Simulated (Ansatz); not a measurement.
# TiTe2: the cost of one run

Computed with Ansatz 0.2.0 (reference: DFT, HSE06, plane waves, PAW, unless a step's input says otherwise).

2 further runs of the same task are left out: 1 for a known fault of the program, 1 that didn't finish. Runs told in other sessions of the task aren't counted.

### Step 1. The starting structure

The structure is trigonal, space group P-3m1 (No. 164). Conventional cell: a = 3.790 Å, b = 3.790 Å, c = 6.556 Å, α = 90.00°, β = 90.00°, γ = 120.00°. Ti (site symmetry -3m) has 6 Te at 2.77 Å in its first shell of neighbours. Te (site symmetry 3m) is surrounded by 3 Ti at 2.77 Å.

Coordinates:

```
CELL_PARAMETERS angstrom
3.79038 0.00000 0.00000
-1.89519 3.28257 0.00000
0.00000 0.00000 6.55589
ATOMIC_POSITIONS crystal
Ti 0.00000 0.00000 0.00000
Te 0.66667 0.33333 0.25780
Te 0.33333 0.66667 0.74220
```

### Step 2. Baseline

Input file input.yaml:

```yaml
crystal:
  lattice:
    - [3.7903815437, 0.0, 0.0]
    - [-1.8951907719, 3.2825667069, 0.0]
    - [0.0, 0.0, 6.5558879831]
  atoms:
    - { symbol: Ti, position: [0.0, 0.0, 0.0] }
    - { symbol: Te, position: [0.6666666667, 0.3333333333, 0.2577957668] }
    - { symbol: Te, position: [0.3333333333, 0.6666666667, 0.7422042332] }
kpoints:
  mp_grid: { grid: [6, 6, 2] }
hamiltonian:
  xc: hse06
scf:
  occupations: { method: fermi_dirac, width: 0.02 }
  n_extra_bands: 4
output:
  forces: true
  stress: true
  eigenvalues: true
```

The run is started by

```console
$ ansatz run input.yaml --threads 4 --pin off --max-ram 3686MiB --backend cpu --events-out ev --progress --plain --runs-dir out
```

**Question.** How long does this run take on 4 threads of Arm Neoverse N1, shared host, and how much memory does it need?

About 31 s, with a peak of 1.4 GiB.
